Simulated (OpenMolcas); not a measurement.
# Se³⁺: CASSCF and CASPT2 terms and fine-structure levels, part 2 of 3

Wanted: the level scheme of Se³⁺ from active-space wave functions, then second-order correlation under several settings.

OpenMolcas 26.06; ANO-R1, X2C, active space 3 electrons in 4 orbitals (4s 4p), orbitals: ground spin, each parity.

## (8) CASPT2: IPEA 0.6, imaginary shift 0.15 (closed shells correlated: 3d)

a.inp

```
>>> COPY JOB001 $Project.JobIph
&CASPT2
Multistate=11 1 2 3 4 5 6 7 8 9 10 11
Frozen=3 6
IPEA=0.6
Imaginary=0.15
MaxIter=60
WThr=0.0 0.3 0.05
PrWF=0.5
NoMix
>>> COPY JOB002 $Project.JobIph
&CASPT2
Multistate=1 1
Frozen=3 6
IPEA=0.6
Imaginary=0.15
MaxIter=60
WThr=0.0 0.3 0.05
PrWF=0.5
NoMix
>>> COPY JOB003 $Project.JobIph
&CASPT2
Multistate=9 1 2 3 4 5 6 7 8 9
Frozen=3 6
IPEA=0.6
Imaginary=0.15
MaxIter=60
WThr=0.0 0.3 0.05
PrWF=0.5
NoMix
>>> COPY JOB004 $Project.JobIph
&CASPT2
Multistate=3 1 2 3
Frozen=3 6
IPEA=0.6
Imaginary=0.15
MaxIter=60
WThr=0.0 0.3 0.05
PrWF=0.5
NoMix
```

Command:

```console
> OMP_NUM_THREADS=1 MOLCAS_MEM=2252 MOLCAS_PROJECT=a pymolcas a.inp > a.log
```

The program printed:

```text
Orbital specifications:
      -----------------------

      Symmetry species                           1   2
                                                ag  au
      Frozen orbitals                            3   6
      Inactive orbitals                          5   0
      Active orbitals                            1   3
      Secondary orbitals                        11  10
      Deleted orbitals                           0   0
      Number of basis functions                 20  19
Type of calculation                        MS-CASPT2
      Fock operator                              state-specific
      IPEA shift                                 0.60
      Real shift                                 0.00
      Imaginary shift                            0.15
      The input orbitals will be transformed to quasi-canonical
Reference energy:       -2425.9273703164
      E2 (Non-variational):      -0.3628839018
      Shift correction:          -0.0001064399
      E2 (Variational):          -0.3629903417
      Total energy:           -2426.2903606581
      Residual norm:              0.0000000343
      Reference weight:           0.97110
      Contributions to the CASPT2 correlation energy
      Active & Virtual Only:         -0.0181348362
      One Inactive Excited:          -0.0341513864
      Two Inactive Excited:          -0.3105976792
Reference energy:       -2425.9273703164
      E2 (Non-variational):      -0.3628839060
      Shift correction:          -0.0001064400
      E2 (Variational):          -0.3629903460
      Total energy:           -2426.2903606624
      Residual norm:              0.0000000343
      Reference weight:           0.97110
      Contributions to the CASPT2 correlation energy
      Active & Virtual Only:         -0.0181348407
      One Inactive Excited:          -0.0341513861
      Two Inactive Excited:          -0.3105976792
::    CASPT2 Root  1     Total energy:  -2426.29036066
::    CASPT2 Root  2     Total energy:  -2426.29036066
::    CASPT2 Root  3     Total energy:  -2426.29036065
::    CASPT2 Root  4     Total energy:  -2425.34463898
::    CASPT2 Root  5     Total energy:  -2425.34858617
::    CASPT2 Root  6     Total energy:  -2425.34570729
::    CASPT2 Root  7     Total energy:  -2425.34470269
::    CASPT2 Root  8     Total energy:  -2425.34477567
::    CASPT2 Root  9     Total energy:  -2425.25808732
::    CASPT2 Root 10     Total energy:  -2425.25808729
::    CASPT2 Root 11     Total energy:  -2425.25808726
::    MS-CASPT2 Root  1     Total energy:  -2426.29070102
::    MS-CASPT2 Root  2     Total energy:  -2426.29070102
::    MS-CASPT2 Root  3     Total energy:  -2426.29070102
::    MS-CASPT2 Root  4     Total energy:  -2425.34990835
::    MS-CASPT2 Root  5     Total energy:  -2425.34614374
::    MS-CASPT2 Root  6     Total energy:  -2425.34531152
::    MS-CASPT2 Root  7     Total energy:  -2425.34473463
::    MS-CASPT2 Root  8     Total energy:  -2425.34233037
::    MS-CASPT2 Root  9     Total energy:  -2425.25774686
::    MS-CASPT2 Root 10     Total energy:  -2425.25774518
::    MS-CASPT2 Root 11     Total energy:  -2425.25773094
Orbital specifications:
      -----------------------

      Symmetry species                           1   2
                                                ag  au
      Frozen orbitals                            3   6
      Inactive orbitals                          5   0
      Active orbitals                            1   3
      Secondary orbitals                        11  10
      Deleted orbitals                           0   0
      Number of basis functions                 20  19
Type of calculation                        SS-CASPT2
      Fock operator                              state-specific
      IPEA shift                                 0.60
      Real shift                                 0.00
      Imaginary shift                            0.15
      The input orbitals will be transformed to quasi-canonical
Reference energy:       -2425.0205125227
      E2 (Non-variational):      -0.3678770143
      Shift correction:          -0.0001031831
      E2 (Variational):          -0.3679801974
      Total energy:           -2425.3884927201
      Residual norm:              0.0000004603
      Reference weight:           0.97123
      Contributions to the CASPT2 correlation energy
      Active & Virtual Only:         -0.0135711943
      One Inactive Excited:          -0.0440260811
      Two Inactive Excited:          -0.3102797389
::    CASPT2 Root  1     Total energy:  -2425.38849272
Orbital specifications:
      -----------------------

      Symmetry species                           1   2
                                                ag  au
      Frozen orbitals                            3   6
      Inactive orbitals                          5   0
      Active orbitals                            1   3
      Secondary orbitals                        11  10
      Deleted orbitals                           0   0
      Number of basis functions                 20  19
Type of calculation                        MS-CASPT2
      Fock operator                              state-specific
      IPEA shift                                 0.60
      Real shift                                 0.00
      Imaginary shift                            0.15
      The input orbitals will be transformed to quasi-canonical
Reference energy:       -2425.4343500208
      E2 (Non-variational):      -0.3850385539
      Shift correction:          -0.0008188178
      E2 (Variational):          -0.3858573717
      Total energy:           -2425.8202073925
      Residual norm:              0.0000008803
      Reference weight:           0.94804
      Contributions to the CASPT2 correlation energy
      Active & Virtual Only:         -0.0387221375
      One Inactive Excited:          -0.0358799630
      Two Inactive Excited:          -0.3104364534
Reference energy:       -2425.4343500208
      E2 (Non-variational):      -0.3850433702
      Shift correction:          -0.0008189112
      E2 (Variational):          -0.3858622814
      Total energy:           -2425.8202123022
      Residual norm:              0.0000009798
      Reference weight:           0.94803
      Contributions to the CASPT2 correlation energy
      Active & Virtual Only:         -0.0387238595
      One Inactive Excited:          -0.0358883138
      Two Inactive Excited:          -0.3104311969
::    CASPT2 Root  1     Total energy:  -2425.82020739
::    CASPT2 Root  2     Total energy:  -2425.82021230
::    CASPT2 Root  3     Total energy:  -2425.82021202
::    CASPT2 Root  4     Total energy:  -2425.82020733
::    CASPT2 Root  5     Total energy:  -2425.82020839
::    CASPT2 Root  6     Total energy:  -2425.71783361
::    CASPT2 Root  7     Total energy:  -2425.67039432
::    CASPT2 Root  8     Total energy:  -2425.67039432
::    CASPT2 Root  9     Total energy:  -2425.67039432
::    MS-CASPT2 Root  1     Total energy:  -2425.82021454
::    MS-CASPT2 Root  2     Total energy:  -2425.82021324
::    MS-CASPT2 Root  3     Total energy:  -2425.82020972
::    MS-CASPT2 Root  4     Total energy:  -2425.82020738
::    MS-CASPT2 Root  5     Total energy:  -2425.82020574
::    MS-CASPT2 Root  6     Total energy:  -2425.71783041
::    MS-CASPT2 Root  7     Total energy:  -2425.67039432
::    MS-CASPT2 Root  8     Total energy:  -2425.67039432
::    MS-CASPT2 Root  9     Total energy:  -2425.67039432
Orbital specifications:
      -----------------------

      Symmetry species                           1   2
                                                ag  au
      Frozen orbitals                            3   6
      Inactive orbitals                          5   0
      Active orbitals                            1   3
      Secondary orbitals                        11  10
      Deleted orbitals                           0   0
      Number of basis functions                 20  19
Type of calculation                        MS-CASPT2
      Fock operator                              state-specific
      IPEA shift                                 0.60
      Real shift                                 0.00
      Imaginary shift                            0.15
      The input orbitals will be transformed to quasi-canonical
Reference energy:       -2425.6063371002
      E2 (Non-variational):      -0.3487217864
      Shift correction:          -0.0001121978
      E2 (Variational):          -0.3488339842
      Total energy:           -2425.9551710844
      Residual norm:              0.0000006934
      Reference weight:           0.97319
      Contributions to the CASPT2 correlation energy
      Active & Virtual Only:         -0.0103073993
      One Inactive Excited:          -0.0279966073
      Two Inactive Excited:          -0.3104177798
Reference energy:       -2425.6063371002
      E2 (Non-variational):      -0.3487217864
      Shift correction:          -0.0001121978
      E2 (Variational):          -0.3488339842
      Total energy:           -2425.9551710844
      Residual norm:              0.0000006934
      Reference weight:           0.97319
      Contributions to the CASPT2 correlation energy
      Active & Virtual Only:         -0.0103073993
      One Inactive Excited:          -0.0279966073
      Two Inactive Excited:          -0.3104177798
::    CASPT2 Root  1     Total energy:  -2425.95517108
::    CASPT2 Root  2     Total energy:  -2425.95517108
::    CASPT2 Root  3     Total energy:  -2425.95517108
::    MS-CASPT2 Root  1     Total energy:  -2425.95517108
::    MS-CASPT2 Root  2     Total energy:  -2425.95517108
::    MS-CASPT2 Root  3     Total energy:  -2425.95517108
```

Time for this run: 2.5 s (1 thread of Intel Xeon Platinum 8488C (Sapphire Rapids), shared host).

SS-CASPT2: lowest energy less the reference's lowest, -0.3630 hartree; reference weights 0.918 to 0.973. These are the single-state energies of the run (the lines without MS-).

Fine-structure levels, from the RASSI matrix with the averaged CASPT2 term energies on its diagonal:

```csv
Configuration,Term,J,E (cm⁻¹),Leading %,Second
4s² 4p,²P°,1/2,0.0,100,
4s² 4p,²P°,3/2,4030,100,
4s 4p²,⁴P,1/2,73810,100,
4s 4p²,⁴P,3/2,75320,100,
4s 4p²,⁴P,5/2,77470,100,
4s 4p²,²D,3/2,105800,100,
4s 4p²,²D,5/2,106000,100,
4s 4p²,²S,1/2,128000,94,6 ²P
4s 4p²,²P,1/2,137480,94,6 ²S
4s 4p²,²P,3/2,139760,100,
4p³,⁴S°,3/2,200360,99,
4p³,²D°,3/2,209570,98,2 ²P°
4p³,²D°,5/2,210020,100,
4p³,²P°,1/2,229180,100,
4p³,²P°,3/2,229990,97,2 ²D°
```

[end of part 2 of 3]
